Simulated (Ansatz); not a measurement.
# CH₅AlCl₃N: up Jacob's ladder to CCSD(T)

One table from this session's results is given with a row withheld; the runs are named, their logs left out.

The runs use Ansatz 0.2.0, Gaussian basis; functionals in def2-TZVPP, the program's frozen cores in correlated methods.

The runs, in order: LDA (SPW92), PBE-D4, revPBE-D4, BLYP-D4, r2SCAN-D4, B97M-V, PBE0-D4, B3LYP-D4, r2SCANh-D4, r2SCAN0-D4, HSE06-D4, BHLYP-D4, CAM-B3LYP-D4, LC-ωPBE, ωB97X-V, ωB97M-V, B2PLYP, PBE-QIDH; CCSD(T)/def2-SVP; CCSD(T)/def2-TZVPP; MP2/def2-QZVPP; extrapolation to the limit; RPA on PBE.

### Structure used throughout

The geometry comes from an earlier relaxation with PBE0-D4 in a triple-zeta def2 set; it is a stationary point, not always the lowest conformer.

SMILES `C[NH2+][Al-]([Cl])([Cl])[Cl]`, 11 atoms, charge 0, spin multiplicity 1.

Atoms are counted from 1 here; the program's logs count them from 0.

Bond lengths: C1–N2 1.477 Å, C1–H7 1.090 Å, C1–H8 1.089 Å, C1–H9 1.089 Å, N2–Al3 1.990 Å, N2–H10 1.018 Å, N2–H11 1.018 Å, Al3–Cl4 2.114 Å, Al3–Cl5 2.114 Å, Al3–Cl6 2.114 Å. Angles: N2–C1–H7 111.3°, N2–C1–H8 108.6°, N2–C1–H9 108.6°, H7–C1–H8 109.8°, H7–C1–H9 109.8°, H8–C1–H9 108.6°, C1–N2–Al3 115.8°, C1–N2–H10 110.2°, C1–N2–H11 110.2°, Al3–N2–H10 107.1°, Al3–N2–H11 107.1°, H10–N2–H11 105.9°, N2–Al3–Cl4 102.1°, N2–Al3–Cl5 100.2°, N2–Al3–Cl6 102.1°, Cl4–Al3–Cl5 116.1°, Cl4–Al3–Cl6 116.3°, Cl5–Al3–Cl6 116.1°.

Coordinates:

```xyz
11
charge 0, multiplicity 1
C    -0.0318   -1.1088    0.9203
N     0.6431   -0.2718   -0.0928
Al   -0.4224    1.2477   -0.8101
Cl   -2.0824    0.2587   -1.6663
Cl    0.9701    2.0742   -2.1695
Cl   -0.8047    2.3807    0.9327
H     0.6156   -1.9167    1.2628
H    -0.9376   -1.5227    0.4804
H    -0.3108   -0.4770    1.7619
H     1.5013    0.1193    0.2893
H     0.9251   -0.8408   -0.8879
```

Set-up of the first run:

Contents of in.yaml:

```yaml
crystal:
  periodic: [false, false, false]
  atoms:
    - {symbol: C, position_ang: [-0.031786, -1.108779, 0.920250]}
    - {symbol: N, position_ang: [0.643119, -0.271795, -0.092796]}
    - {symbol: Al, position_ang: [-0.422398, 1.247750, -0.810123]}
    - {symbol: Cl, position_ang: [-2.082431, 0.258742, -1.666350]}
    - {symbol: Cl, position_ang: [0.970082, 2.074166, -2.169460]}
    - {symbol: Cl, position_ang: [-0.804707, 2.380720, 0.932661]}
    - {symbol: H, position_ang: [0.615574, -1.916653, 1.262813]}
    - {symbol: H, position_ang: [-0.937611, -1.522694, 0.480356]}
    - {symbol: H, position_ang: [-0.310762, -0.477013, 1.761922]}
    - {symbol: H, position_ang: [1.501252, 0.119309, 0.289288]}
    - {symbol: H, position_ang: [0.925070, -0.840752, -0.887861]}
basis:
  gaussian: {orbitals: def2-TZVPP}
hamiltonian: {xc: lda}
output: {orbitals: {seedname: orbitals}}
```

On the command line:

```bash
$ ansatz run in.yaml --threads 4 --pin off --events-out ev --progress --plain --max-ram 11315MiB
```

Steps of the session up to this table: LDA; PBE-D4 (GGA); revPBE-D4 (GGA); BLYP-D4 (GGA); r2SCAN-D4 (meta-GGA); B97M-V (meta-GGA); B3LYP-D4 (hybrid); r2SCANh-D4 (hybrid); r2SCAN0-D4 (hybrid); HSE06-D4 (hybrid); BHLYP-D4 (hybrid); CAM-B3LYP-D4 (range-separated); LC-ωPBE (range-separated); ωB97X-V (range-separated); ωB97M-V (range-separated); B2PLYP (double hybrid); PBE-QIDH (double hybrid).

One table of the session follows, with a row left open; its other results are not shown here.

It belongs to the step «Orbital energies across the functionals». 

```
  functional  HOMO (eV)  gap (eV)
 LDA (SPW92)      -7.21      5.97
      PBE-D4      -7.06      6.01
   revPBE-D4      -7.00      6.05
     BLYP-D4      -6.87      5.82
   r2SCAN-D4      -7.43      7.02
      B97M-V      -7.51      6.66
     PBE0-D4      -8.47      8.25
    B3LYP-D4      -8.17      7.61
  r2SCANh-D4          ?         ?
  r2SCAN0-D4      -8.71      8.91
    HSE06-D4      -8.06      7.48
    BHLYP-D4      -9.70     10.12
CAM-B3LYP-D4      -9.82     10.38
     LC-ωPBE     -11.28     13.18
     ωB97X-V     -10.89     12.55
     ωB97M-V     -10.72     11.94
```

Estimate the missing values for r2SCANh-D4.

Worked estimate for «HOMO (eV)». Against the share of exact exchange, r2SCAN-D4 (0, -7.43), r2SCAN0-D4 (0.25, -8.71) give a slope of -5.12 per unit share; at 0.1 the line stands at -7.94.

As computed: HOMO (eV): -7.94; gap (eV): 7.78. In «HOMO (eV)» the line misses by 0.00.
